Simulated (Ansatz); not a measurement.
CH3AlBF, SMILES [F][Al]1[BH][CH2]1, a single point from an input written key by key

Run with Ansatz 0.2.0, Python API.

The script reads `ch3albf.yaml`:
```yaml
crystal:
  periodic: [false, false, false]
  atoms:
    - { symbol: F, position_ang: [-0.6707, -2.5909, 1.5175] }
    - { symbol: Al, position_ang: [-0.3057, -1.0744, 0.5588] }
    - { symbol: B, position_ang: [0.0591, 0.12, -1.1929] }
    - { symbol: C, position_ang: [0.2275, 0.737, 0.3099] }
    - { symbol: H, position_ang: [0.1938, 0.2386, -2.3666] }
    - { symbol: H, position_ang: [-0.6497, 1.4821, 0.5075] }
    - { symbol: H, position_ang: [1.207, 1.0197, 0.6201] }
basis:
  gaussian: { orbitals: def2-SVP }
correlation:
  method: mp2
  electrons: all
```

`deck_ch3albf.py`
```python
"""CH3AlBF through the session interface."""

import ansatz as az


def main() -> None:
    session = az.Session.from_deck("ch3albf.yaml")
    data = session.plan(threads=1).execute().report

    print(f"E = {data['free_energy_ev']:.6f} eV = {data['free_energy_ev'] / 27.211386246:.7f} Ha")
    print("converged:", data["converged"], " doubts:", data["published_state_doubts"] or "none")
    symbols = ["F", "Al", "B", "C", "H", "H", "H"]
    print("correlation energy", round(data["free_energy_ev"] - data["reference_energy_ev"], 5), "eV")
    cluster = data["correlation"].get("coupled_cluster")
    if cluster:
        print("cycles", cluster["cycles"], " T1 diagnostic", round(cluster["t1_diagnostic"], 4), " largest double", round(cluster["largest_double"], 4))


if __name__ == "__main__":
    main()
```

```console
$ python deck_ch3albf.py
E = -11044.107609 eV = -405.8634687 Ha
converged: True  doubts: none
correlation energy -13.02221 eV
```

Caveats:
- The settings weren't tested for convergence.
- The geometry is a force-field or estimated start, not a minimum of this method, and the basis set is short of its limit.
- Timing: 0.7 s on 1 thread of Arm Neoverse V2, with other jobs on the host, peak memory 0.16 GiB.
